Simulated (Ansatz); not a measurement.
# ClGaH3N: molecular dynamics

Purpose: to follow the molecule's vibrations and see whether its bonds hold. The start is relaxed first. Runs: 300 steps of 1 fs under a Langevin thermostat at 1500 K.

All numbers below are computed with Ansatz 0.2.0 (RKS revPBE/def2-SVP).

## (1) Starting point

Bond lengths: Ga1–H2 1.570 Å, Ga1–Cl3 2.240 Å, Ga1–N4 1.930 Å, N4–H5 1.060 Å, N4–H6 1.060 Å. Angles: H2–Ga1–Cl3 120.0°, H2–Ga1–N4 120.0°, Cl3–Ga1–N4 120.0°, Ga1–N4–H5 120.0°, Ga1–N4–H6 120.0°, H5–N4–H6 120.0°.

Coordinates:

```xyz
6

Ga    0.0000    0.0000    0.0000
H     0.0000    0.0000    1.5700
Cl    1.9398    0.0000   -1.1200
N    -1.6714    0.0000   -0.9650
H    -2.3403   -0.8164   -0.8664
H    -1.9204    0.8164   -1.5936
```

## (2) Preparing the start

File input.yaml:

```yaml
crystal:
  periodic: [false, false, false]
  atoms:
    - { symbol: Ga, position_ang: [0.0, 0.0, 0.0] }
    - { symbol: H, position_ang: [0.0, 0.0, 1.57] }
    - { symbol: Cl, position_ang: [1.9398, 0.0, -1.12] }
    - { symbol: "N", position_ang: [-1.6714, 0.0, -0.965] }
    - { symbol: H, position_ang: [-2.3403, -0.8164, -0.8664] }
    - { symbol: H, position_ang: [-1.9204, 0.8164, -1.5936] }
basis:
  gaussian: { orbitals: def2-SVP }
hamiltonian:
  xc: revpbe
relax:
  f_tol: 0.02
  max_steps: 40
```

On the command line:

```console
> ansatz run input.yaml --threads 1 --pin off --max-ram 2048MiB --backend cpu --events-out ev --progress --plain --runs-dir out
```

After this run come: Dynamics.

Before running it: what results should come out? Wanted: relaxation of the start; temperature, first and last step; temperature, second half; potential energy, second half; bonds formed or broken.

The runs gave:

| quantity | value |
| --- | --- |
| relaxation of the start | 8 moves, 0.584 eV lower |
| length | 300 steps of 1 fs |
| temperature, first and last step | 1250 and 1675 K |
| temperature, second half | mean 1327 K, from 520 to 2117 K |
| potential energy, second half | +136 meV/atom from the start |
| bonds formed or broken | 0 |

**Reading.** Against a set 1500 K the second half averages 1327 K with a spread of 302 K. No bond forms or breaks. Averages from a run of 300 fs with 6 atoms are rough. The nuclei move classically, without zero-point motion, which matters most for hydrogen.
